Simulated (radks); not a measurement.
**Hf with its nuclear charge varied continuously**

Aim: the energy of 72 electrons in [Xe] 4f14 5d2 6s2 as the nuclear charge moves through non-integer values, and a test of dE/dZ = E(electron-nucleus)/Z.

Method: scalar-relativistic Kohn-Sham, PBE, spin-polarised, spherical densities, finite nucleus; open shells are filled with parallel spins first. Code: radks (a radial shooting solver on a logarithmic mesh, Libxc functionals) version 1.

### Step 1. What is computed

| Item | Value |
| --- | --- |
| element | hafnium (Z = 72) |
| charge | 0 |
| electrons | 72 |
| configuration | [Xe] 4f14 5d2 6s2 |
| nuclear rms radius | 5.347 fm |

Outer shells as boxes (Hund's rule):

Hf
```
[Xe] core
4f [↑↓][↑↓][↑↓][↑↓][↑↓][↑↓][↑↓]
5d [↑ ][↑ ][  ][  ][  ]
6s [↑↓]
```

In the logs a row gives level, spin channel, occupation and eigenvalue; Etot, Ekin, Encl (electron-nucleus), Eh (Hartree) and Exc are energies, all in hartree; err is the last residual, it the number of iterations.

### Step 2. Z = 72

The run's settings:

```text
Z 72
configuration [Xe] 4f14 5d2 6s2
relativity scalar-relativistic
functional pbe,pbe
spin polarised
nucleus finite rms 5.347 fm
c 137.035999084
```

What it wrote:

```text
1s      1   1.0000       -2398.45233933
2s      1   1.0000        -410.20002765
2p      1   3.0000        -360.25727295
3s      1   1.0000         -93.46142974
3p      1   3.0000         -78.53454299
3d      1   5.0000         -60.84699088
4s      1   1.0000         -18.82396898
4p      1   3.0000         -13.92558497
4d      1   5.0000          -7.58978912
4f      1   7.0000          -0.61538434
5s      1   1.0000          -2.46652817
5p      1   3.0000          -1.31694873
5d      1   2.0000          -0.11373123
6s      1   1.0000          -0.19943016
1s      2   1.0000       -2398.45246194
2s      2   1.0000        -410.19806145
2p      2   3.0000        -360.25574917
3s      2   1.0000         -93.46132627
3p      2   3.0000         -78.53435155
3d      2   5.0000         -60.84602954
4s      2   1.0000         -18.82291458
4p      2   3.0000         -13.92465523
4d      2   5.0000          -7.58853695
4f      2   7.0000          -0.61000740
5s      2   1.0000          -2.44449299
5p      2   3.0000          -1.28550835
5d      2   0.0000          -0.07467240
6s      2   1.0000          -0.16870487
Etot -15076.18067073742
Ekin 16513.20665377594
Encl -37188.375684048355
Eh 5906.561429100785
Exc -307.57306956578725
err 1.2835626158535586e-08
it 16
```

5d up is the highest filled level (-3.095 eV).

From the orbitals of this run (lengths in bohr):

| level | occupation | energy (eV) | <r> | outermost maximum (interpolated) | 90 % within | nodes |
| --- | --- | --- | --- | --- | --- | --- |
| 5p up | 3 | -35.836 | 1.346 | 1.16 | 1.98 | 3 |
| 5p down | 3 | -34.980 | 1.339 | 1.16 | 1.97 | 3 |
| 4f up | 7 | -16.745 | 0.6794 | 0.455 | 1.15 | 0 |
| 4f down | 7 | -16.599 | 0.6752 | 0.455 | 1.14 | 0 |
| 6s up | 1 | -5.427 | 3.402 | 2.88 | 5.04 | 5 |
| 6s down | 1 | -4.591 | 3.528 | 2.94 | 5.27 | 5 |
| 5d up | 2 | -3.095 | 2.469 | 1.70 | 4.08 | 2 |
| 5d down | 0 | -2.032 | 2.609 | 1.69 | 4.42 | 2 |

Radial density 4πr²ρ:

```
r (bohr)  4πr²ρ (e/bohr)
0.000809           4.877
 0.00129           10.03
 0.00205           19.80
 0.00325           36.59
 0.00517           61.00
 0.00823           86.72
  0.0131           98.03
  0.0208           89.02
  0.0331           95.52
  0.0522           129.1
  0.0831           112.2
   0.132           109.9
   0.210           98.95
   0.334           60.57
   0.531           61.75
   0.845           22.76
    1.34           10.18
    2.14           2.659
    3.40           1.033
    5.36          0.2187
```

### Step 3. Z = 71.75

Input: that of step 2 with these lines changed.

```diff
@@ -1,2 +1,2 @@
-Z 72
+Z 71.75
 configuration [Xe] 4f14 5d2 6s2
```

What it wrote:

```text
1s      1   1.0000       -2379.50397442
2s      1   1.0000        -406.43120343
2p      1   3.0000        -357.10918087
3s      1   1.0000         -92.42607549
3p      1   3.0000         -77.66836557
3d      1   5.0000         -60.11959063
4s      1   1.0000         -18.50627597
4p      1   3.0000         -13.66324548
4d      1   5.0000          -7.38446408
4f      1   7.0000          -0.47965632
5s      1   1.0000          -2.34352631
5p      1   3.0000          -1.21360676
5d      1   2.0000          -0.04585305
6s      1   1.0000          -0.14393859
1s      2   1.0000       -2379.50409283
2s      2   1.0000        -406.42949532
2p      2   3.0000        -357.10786286
3s      2   1.0000         -92.42606979
3p      2   3.0000         -77.66828402
3d      2   5.0000         -60.11881834
4s      2   1.0000         -18.50550548
4p      2   3.0000         -13.66258112
4d      2   5.0000          -7.38351778
4f      2   7.0000          -0.47480301
5s      2   1.0000          -2.32385647
5p      2   3.0000          -1.18512084
5d      2   0.0000          -0.01030969
6s      2   1.0000          -0.11401965
Etot -14946.457132357242
Ekin 16359.951543552525
Encl -36863.04278721342
Eh 5862.389826664528
Exc -305.75571536087716
err 1.1165530832361506e-08
it 17
```

E − E(step 2, Z = 72) = +3530.0 eV. The top filled level is 5d up, -1.248 eV.

### Step 4. Z = 72.25

Input: that of step 3 with these lines changed.

```diff
@@ -1,2 +1,2 @@
-Z 71.75
+Z 72.25
 configuration [Xe] 4f14 5d2 6s2
```

What it wrote:

```text
1s      1   1.0000       -2417.50738286
2s      1   1.0000        -414.00335572
2p      1   3.0000        -363.43219477
3s      1   1.0000         -94.51549876
3p      1   3.0000         -79.41749021
3d      1   5.0000         -61.59022283
4s      1   1.0000         -19.15562209
4p      1   3.0000         -14.20123274
4d      1   5.0000          -7.80799984
4f      1   7.0000          -0.76368120
5s      1   1.0000          -2.60040295
5p      1   3.0000          -1.43046872
5d      1   2.0000          -0.19092987
6s      1   1.0000          -0.26100777
1s      2   1.0000       -2417.50750777
2s      2   1.0000        -414.00113921
2p      2   3.0000        -363.43047026
3s      2   1.0000         -94.51529110
3p      2   3.0000         -79.41718272
3d      2   5.0000         -61.58907120
4s      2   1.0000         -19.15427961
4p      2   3.0000         -14.20003281
4d      2   5.0000          -7.80643784
4f      2   7.0000          -0.75783408
5s      2   1.0000          -2.57619279
5p      2   3.0000          -1.39640833
5d      2   0.0000          -0.14899422
6s      2   1.0000          -0.22964446
Etot -15206.59976269802
Ekin 16667.493998907972
Encl -37514.868840435156
Eh 5950.158601061396
Exc -309.3835222322335
err 1.1318329885303919e-08
it 16
```

Energy against step 2 (Z = 72): -3548.9 eV. 5d up is the highest filled level (-5.195 eV).

### Step 5. Z = 72.5

Input: that of step 4 with these lines changed.

```diff
@@ -1,2 +1,2 @@
-Z 72.25
+Z 72.5
 configuration [Xe] 4f14 5d2 6s2
```

What it wrote:

```text
1s      1   1.0000       -2436.66756258
2s      1   1.0000        -417.83936112
2p      1   3.0000        -366.63203033
3s      1   1.0000         -95.58635984
3p      1   3.0000         -80.31526131
3d      1   5.0000         -62.34733488
4s      1   1.0000         -19.49926808
4p      1   3.0000         -14.48821218
4d      1   5.0000          -8.03711644
4f      1   7.0000          -0.92258696
5s      1   1.0000          -2.74318452
5p      1   3.0000          -1.55226680
5d      1   2.0000          -0.27592698
6s      1   1.0000          -0.32770859
1s      2   1.0000       -2436.66768833
2s      2   1.0000        -417.83689931
2p      2   3.0000        -366.63010820
3s      2   1.0000         -95.58604420
3p      2   3.0000         -80.31483420
3d      2   5.0000         -62.34599247
4s      2   1.0000         -19.49763687
4p      2   3.0000         -14.48674077
4d      2   5.0000          -8.03524364
4f      2   7.0000          -0.91630909
5s      2   1.0000          -2.71694292
5p      2   3.0000          -1.51583176
5d      2   0.0000          -0.23151604
6s      2   1.0000          -0.29579838
Etot -15337.714097077975
Ekin 16822.816969825406
Encl -37842.66088429857
Eh 5993.318703668734
Exc -311.18888627354147
err 2.4302817508148533e-09
it 17
```

E − E(step 2, Z = 72) = -7116.7 eV. The top filled level is 5d up, -7.508 eV.

### Step 6. Z = 72.75

Input: that of step 5 with these lines changed.

```diff
@@ -1,2 +1,2 @@
-Z 72.5
+Z 72.75
 configuration [Xe] 4f14 5d2 6s2
```

What it wrote:

```text
1s      1   1.0000       -2455.93208742
2s      1   1.0000        -421.70697284
2p      1   3.0000        -369.85561796
3s      1   1.0000         -96.67284528
3p      1   3.0000         -81.22666511
3d      1   5.0000         -63.11713014
4s      1   1.0000         -19.85369876
4p      1   3.0000         -14.78530663
4d      1   5.0000          -8.27592081
4f      1   7.0000          -1.09090196
5s      1   1.0000          -2.89367928
5p      1   3.0000          -1.68119865
5d      1   2.0000          -0.36777208
6s      1   1.0000          -0.39897017
1s      2   1.0000       -2455.93221291
2s      2   1.0000        -421.70426926
2p      2   3.0000        -369.85350033
3s      2   1.0000         -96.67241941
3p      2   3.0000         -81.22611627
3d      2   5.0000         -63.11559699
4s      2   1.0000         -19.85178013
4p      2   3.0000         -14.78356445
4d      2   5.0000          -8.27373801
4f      2   7.0000          -1.08422426
5s      2   1.0000          -2.86552226
5p      2   3.0000          -1.64258037
5d      2   0.0000          -0.32116757
6s      2   1.0000          -0.36657001
Etot -15469.523742122452
Ekin 16979.17961312008
Encl -38171.83863516177
Eh 6036.12555689425
Exc -312.99027697501606
err 2.2332383388476477e-09
it 17
```

Energy against step 2 (Z = 72): -10703.4 eV. 6s down is the highest filled level (-9.975 eV).

### Step 7. Z = 73

Input: that of step 6 with these lines changed.

```diff
@@ -1,2 +1,2 @@
-Z 72.75
+Z 73
 configuration [Xe] 4f14 5d2 6s2
```

What it wrote:

```text
1s      1   1.0000       -2475.30052975
2s      1   1.0000        -425.60548420
2p      1   3.0000        -373.10215915
3s      1   1.0000         -97.77415161
3p      1   3.0000         -82.15087433
3d      1   5.0000         -63.89877559
4s      1   1.0000         -20.21807271
4p      1   3.0000         -15.09166661
4d      1   5.0000          -8.52356289
4f      1   7.0000          -1.26779307
5s      1   1.0000          -3.05106760
5p      1   3.0000          -1.81648413
5d      1   2.0000          -0.46579420
6s      1   1.0000          -0.47440742
1s      2   1.0000       -2475.30065412
2s      2   1.0000        -425.60254151
2p      2   3.0000        -373.09984752
3s      2   1.0000         -97.77361417
3p      2   3.0000         -82.15020256
3d      2   5.0000         -63.89705201
4s      2   1.0000         -20.21586909
4p      2   3.0000         -15.08965552
4d      2   5.0000          -8.52107186
4f      2   7.0000          -1.26074062
5s      2   1.0000          -3.02109250
5p      2   3.0000          -1.77583712
5d      2   0.0000          -0.41720531
6s      2   1.0000          -0.44155611
Etot -15602.029018236513
Ekin 17136.586386382627
Encl -38502.46417636183
Eh 6078.637256256394
Exc -314.78848451370595
err 7.912936887876963e-09
it 17
```

E − E(step 2, Z = 72) = -14309.1 eV. The top filled level is 6s down, -12.015 eV.

### Step 8. Summary of results

```csv
Z,E (hartree),E(electron-nucleus)/Z (hartree),highest level,its energy (eV),<r> (bohr)
71.75,-14946.4571,-513.771,5d up,-1.248,2.694
72,-15076.1807,-516.505,5d up,-3.095,2.469
72.25,-15206.5998,-519.237,5d up,-5.195,2.309
72.5,-15337.7141,-521.968,5d up,-7.508,2.185
72.75,-15469.5237,-524.699,6s down,-9.975,3.138
73,-15602.0290,-527.431,6s down,-12.015,3.033
```

At Z = 72 the central difference of E is -520.285 hartree, against -516.505 from the Hellmann-Feynman theorem; the scalar-relativistic energy here is not variational, so the two differ by a part that grows with Z. The top level goes from -1.248 eV at Z = 71.75 to -12.015 eV at Z = 73. Between Z = 72.5 and 72.75 the top level changes from 5d up to 6s down, so the curve of the top level has a kink there, while E(Z) stays smooth.
